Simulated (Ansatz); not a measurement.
**SbH₂+ (singlet): wave-function methods side by side, def2-SVP**

How much of the correlation energy of SbH₂+ (singlet) does each wave-function method recover here?

Computed with Ansatz 0.2.0, Gaussian basis. Level: def2-SVP, core rule «outside noble gas», up to 9 orbitals frozen.

The runs, in order: UHF; CCSD(T) on RHF; CCSD(T) on UHF; BCCD(T) on RHF; CISD; CCSDT(Q) on RHF; CCSDT(Q) on UHF; CISDTQ; CCSDTQ on RHF; CASSCF and MRCISD+Q, 6 electrons in 6 orbitals; CASSCF and NEVPT4(SD), 6 electrons in 6 orbitals; CASSCF and NEVPT2, 6 electrons in 6 orbitals; Full CI.

16 further runs of the same task are left out: 6 that didn't finish, 10 set aside as unsound or not needed.

## Step 1: The system

The geometry is a PBE0/def2-TZVP stationary point (not a proven minimum) of the parent state, kept for this charge and spin. No spin-orbit coupling is included. Elements past krypton take def2 core potentials.

3 atoms, charge 1, spin multiplicity 1.

Atoms are counted from 1 here; the program's logs count them from 0.

Bond lengths: Sb1–H2 1.691 Å, Sb1–H3 1.691 Å. Angles: H2–Sb1–H3 120.6°.

## Step 2: UHF

in.yaml reads:

```yaml
crystal:
  periodic: [false, false, false]
  atoms:
    - {symbol: Sb, position_ang: [0.000000, -0.013638, 0.000000]}
    - {symbol: H, position_ang: [0.000000, 0.823741, -1.468803]}
    - {symbol: H, position_ang: [0.000000, 0.823741, 1.468803]}
basis:
  gaussian: {orbitals: def2-SVP}
total_charge: 1
magnetization: {spin_polarized: true, initial_magnetization: 0}
hamiltonian: {xc: hf}
output: {orbitals: {seedname: orbitals}}
```

Launch:

```bash
$ ansatz run in.yaml --threads 1 --pin off --events-out ev --progress --plain --max-ram 2393MiB
```

The runs that follow: CCSD(T) on RHF; CCSD(T) on UHF; BCCD(T) on RHF; CISD; CCSDT(Q) on RHF; CCSDT(Q) on UHF; CISDTQ; CCSDTQ on RHF; CASSCF and MRCISD+Q, 6 electrons in 6 orbitals; CASSCF and NEVPT4(SD), 6 electrons in 6 orbitals; CASSCF and NEVPT2, 6 electrons in 6 orbitals; Full CI.

**Question.** What will the summary of the whole plan be? Wanted: FCI below the RHF energy; RMP2 from FCI; UMP2 from FCI; RCCSD from FCI; RCCSD(T) from FCI; UCCSD(T) from FCI; RCCSDT(Q) from FCI; UCCSDT(Q) from FCI; NEVPT2 valence from FCI.

The runs gave:

| quantity | value |
| --- | --- |
| FCI below the RHF energy | -2.9053 eV |
| RMP2 from FCI | +17.81 kcal/mol |
| UMP2 from FCI | +19.40 kcal/mol |
| RCCSD from FCI | +1.63 kcal/mol |
| RCCSD(T) from FCI | +0.40 kcal/mol |
| UCCSD(T) from FCI | +0.70 kcal/mol |
| RCCSDT(Q) from FCI | +0.01 kcal/mol |
| UCCSDT(Q) from FCI | +0.14 kcal/mol |
| NEVPT2 valence from FCI | +9.56 kcal/mol |
| NEVPT4(SD) valence from FCI | +1.37 kcal/mol |
| MRCISD+Q valence from FCI | +0.06 kcal/mol |
| levels within 1 kcal/mol (43 meV) | RCCSD(T), UCCSD(T), BCCD(T), RCCSDT, UCCSDT, CISDTQ, RCCSDT(Q), UCCSDT(Q), RCCSDTQ, MRCISD+Q valence |
| T1 diagnostic | 0.014 |
| effectively unpaired electrons | 0.08 |

RCCSD(T) misses by +0.40 kcal/mol, 0.6 % of the correlation energy. One determinant dominates. Of the multireference levels listed MRCISD+Q valence comes nearest in total energy (+0.06 kcal/mol), which doesn't show that its space is the better one. These misses are within one basis, not against nature.
